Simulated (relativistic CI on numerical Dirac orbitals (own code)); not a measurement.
# Ni³⁺: M2,3 absorption multiplets

Wanted: the shape of the M2,3 absorption spectrum of Ni³⁺ in 4 surroundings, from the same atomic integrals.

Method: Dirac-Coulomb-Breit CI, KLI orbitals optimised for each configuration, model QED (radiative potential, 1s self-energy scaled to tabulated hydrogen-like ionisation energies), valence Slater integrals scaled by 0.8, multiplet model of core-to-valence dipole absorption in a parametric crystal field. Code: relativistic CI on numerical Dirac orbitals (own code) version 1.

**1. The atom as given**

```
ion                                            : Ni³⁺ (Ni IV)
nuclear charge                                 : 28
electrons                                      : 25
configurations                                 : [Ar] 3d7 → [Ne] 3s2 3p5 3d8
magnetising field for the dichroism, Lz and Sz : exchange field 10 meV on Sz; these come from the lowest magnetised state alone (0 K)
temperature of the isotropic spectrum          : 300 K
widths                                         : Lorentz 0.8 eV, Gauss 0.3 eV
surrounding 1                                  : D3d, 10Dq = 12050, Dsigma = 170, Dtau = -10 cm⁻¹
surrounding 2                                  : D3d, 10Dq = 12050, Dsigma = 510, Dtau = -10 cm⁻¹
surrounding 3                                  : D3d, 10Dq = 12050, Dsigma = 860, Dtau = -10 cm⁻¹
surrounding 4                                  : D3d, 10Dq = 12050, Dsigma = 1200, Dtau = -10 cm⁻¹
```

**2. Surrounding 1: D3d, 10Dq = 12050, Dsigma = 170, Dtau = -10**

Settings, as recorded:

```ini
atom Ni  Z=28  charge=3  electrons=25
nucleus A=58  rms_radius_fm=3.7757
hamiltonian dirac-coulomb  breit=on  qed=on  c_scale=1
orbitals kli  potential=per-configuration
slater_scale 0.8
correlation none
mixing on
configurations
  [Ar] 3d7
  [Ne] 3s2 3p5 3d8
end
absorption M2,3 T=300 lorentz=0.8 gauss=0.3
crystal_field D3d 10Dq=12050 Dsigma=170 Dtau=-10
```

**3. Surrounding 2: D3d, 10Dq = 12050, Dsigma = 510, Dtau = -10**

Settings: those of step 2 with these lines changed.

```diff
@@ -12,2 +12,2 @@
 absorption M2,3 T=300 lorentz=0.8 gauss=0.3
-crystal_field D3d 10Dq=12050 Dsigma=170 Dtau=-10
+crystal_field D3d 10Dq=12050 Dsigma=510 Dtau=-10
```

**4. Surrounding 3: D3d, 10Dq = 12050, Dsigma = 860, Dtau = -10**

Settings: those of step 3 with these lines changed.

```diff
@@ -12,2 +12,2 @@
 absorption M2,3 T=300 lorentz=0.8 gauss=0.3
-crystal_field D3d 10Dq=12050 Dsigma=510 Dtau=-10
+crystal_field D3d 10Dq=12050 Dsigma=860 Dtau=-10
```

**5. Surrounding 4: D3d, 10Dq = 12050, Dsigma = 1200, Dtau = -10**

Settings: those of step 4 with these lines changed.

```diff
@@ -12,2 +12,2 @@
 absorption M2,3 T=300 lorentz=0.8 gauss=0.3
-crystal_field D3d 10Dq=12050 Dsigma=860 Dtau=-10
+crystal_field D3d 10Dq=12050 Dsigma=1200 Dtau=-10
```

(Steps that only read results are left out.)

**Question.** What will these runs give? Wanted: highest peak, first run; ground spin; core spin-orbit splitting.

**Answer**, as computed:

| surrounding | ground S | Lz (0 K) | Sz (0 K) | centroid (eV) | share of the lower edge | up to four highest peaks (% of the highest), eV |
| --- | --- | --- | --- | --- | --- | --- |
| 1: D3d | 1.50 | -0.84 | -1.04 | 71.57 | - | 65.2 (9), 66.4 (19), 71.1 (100), 75.4 (36) |
| 2: D3d | 1.50 | -1.00 | -1.18 | 71.58 | - | 65.2 (9), 66.4 (19), 71.2 (100), 75.4 (37) |
| 3: D3d | 1.50 | -1.07 | -1.26 | 71.61 | - | 65.2 (8), 66.4 (19), 71.2 (100), 75.3 (37) |
| 4: D3d | 1.50 | -1.07 | -1.31 | 71.63 | - | 65.2 (8), 66.5 (18), 71.2 (100), 75.3 (38) |

| quantity | value |
| --- | --- |
| highest peak, first run | 71.1 eV |
| ground spin (effective S from ⟨S²⟩) | 1.50 |
| core spin-orbit splitting (without Breit) | 2.22 eV |

What this shows: The highest peak stays in place, within the step of the energy grid, in all surroundings. Edge positions are free-ion values and differ from those in solids by a few eV or more.
